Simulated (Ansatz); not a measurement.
**N2H3 (hydrazinyl radical) at FCI/STO-3G**

What is the electronic atomisation energy of N2H3 (hydrazinyl radical) at FCI/STO-3G? 

The calculation is run with Ansatz 0.2.0.

30 further runs of the same task are left out: 30 set aside as unsound or not needed.

## 1. The molecule

N2H3 has 5 atoms, charge 0, and is taken as a doublet. SMILES: `[NH]N`. The coordinates come from a PBE0-D4/def2-TZVP relaxation. This is one conformer, not always the lowest.

Bond lengths: N1–N2 1.338 Å, N1–H3 1.021 Å, N2–H4 1.008 Å, N2–H5 1.012 Å. Angles: N1–N2–H4 113.9°, N1–N2–H5 120.9°, N2–N1–H3 106.1°, H4–N2–H5 114.6°.

## 2. The energy at FCI/STO-3G

File molecule.yaml:

```yaml
crystal:
  periodic: [false, false, false]
  atoms:
    - {symbol: "N", position_ang: [-0.187600, -0.818050, 0.454040]}
    - {symbol: N, position_ang: [-0.128660, 0.235610, -0.368450]}
    - {symbol: H, position_ang: [0.759840, -0.951450, 0.811270]}
    - {symbol: H, position_ang: [-1.030950, 0.592300, -0.640030]}
    - {symbol: H, position_ang: [0.587360, 0.941580, -0.256830]}
basis:
  gaussian:
    orbitals: STO-3G
magnetization:
  spin_polarized: true
  initial_magnetization: 1
correlation:
  method: fci
  frozen_orbitals: {H: 0, "N": 1}
accuracy: high
```

Run with:

```console
$ ansatz run molecule.yaml --threads 1 --pin off --max-ram 3480MiB --events-out events.jsonl --progress --plain --runs-dir runs
```

What it wrote:

```text
Warning: RAYON_NUM_THREADS=1 ignored (pool sized by the plan → 1); use --threads N
Functional definition: HF
  name "HF"
  exchange = exact_x
  correlation = 0
209 factors; integrals over basis functions are off by at most 1.2e-8 eV
mean field evaluation 1: about -2968.4831 eV, gradient 1.1e1 eV
mean field evaluation 2: about -2968.5953 eV, gradient 1.1e1 eV
mean field evaluation 4: about -2969.8214 eV, gradient 2.2e0 eV
mean field evaluation 8: about -2969.9744 eV, gradient 5.7e-4 eV
mean field -2969.97246222 eV, -109.1444748671 hartree, gradient 1.9e-8 eV, S^2 0.755256; 0 other end points of the search recorded, 0 dependent functions left out
mean field evaluation 16: about -2969.8047 eV, gradient 2.1e-1 eV
2 core orbitals not correlated: weight in the atoms' cores, before any rotation towards them, 1.000 or more for the frozen orbitals, at most 0.000 for the correlated occupied ones
reference -2969.91854797 eV, -109.1424935550 hartree; 7, 6 occupied and 4, 5 virtual orbitals, 209 factors
state -2972.84910262 eV, -109.2501894519 hartree
Total energy: -2972.84910262 eV, -109.2501894519 hartree
```

Wall time 0.95 s (1 thread of Arm Neoverse V1, shared host).

## 3. The H atom: the energy at UHF/STO-3G

File molecule.yaml:

```yaml
crystal:
  periodic: [false, false, false]
  atoms:
    - {symbol: H, position_ang: [0.000000, 0.000000, 0.000000]}
basis:
  gaussian: {orbitals: STO-3G}
magnetization: {spin_polarized: true, initial_magnetization: 1}
hamiltonian: {xc: hf}
accuracy: high
```

Run the same way, it converges to -0.46658 Eh (log not shown).

## 4. The N atom at the same level

File molecule.yaml:

```yaml
crystal:
  periodic: [false, false, false]
  atoms:
    - {symbol: "N", position_ang: [0.000000, 0.000000, 0.000000]}
basis:
  gaussian:
    orbitals: STO-3G
magnetization:
  spin_polarized: true
  initial_magnetization: 3
correlation:
  method: fci
  frozen_orbitals: {"N": 1}
accuracy: high
```

Run the same way, it converges to -53.71901 Eh (log not shown).

## 5. What came out

At FCI/STO-3G, 2 core orbitals frozen:

| quantity | value |
| --- | --- |
| molecule: total energy | -109.25019 Eh |
| molecule: correlation energy (2 core orbitals frozen) | -107.7 mEh |
| H atom: total energy | -0.46658 Eh |
| H atom: ⟨S²⟩ | 0.750 |
| N atom: total energy | -53.71901 Eh |
| N atom: correlation energy (1 core orbital frozen) | 0.0 mEh |
| electronic atomisation energy | 11.223 eV |

**Reading.** Taking the molecule apart into free atoms costs 11.22 eV (1083 kJ/mol), before zero-point energy and without spin-orbit coupling. In a minimal basis such a difference can be off by several eV, whatever the method.
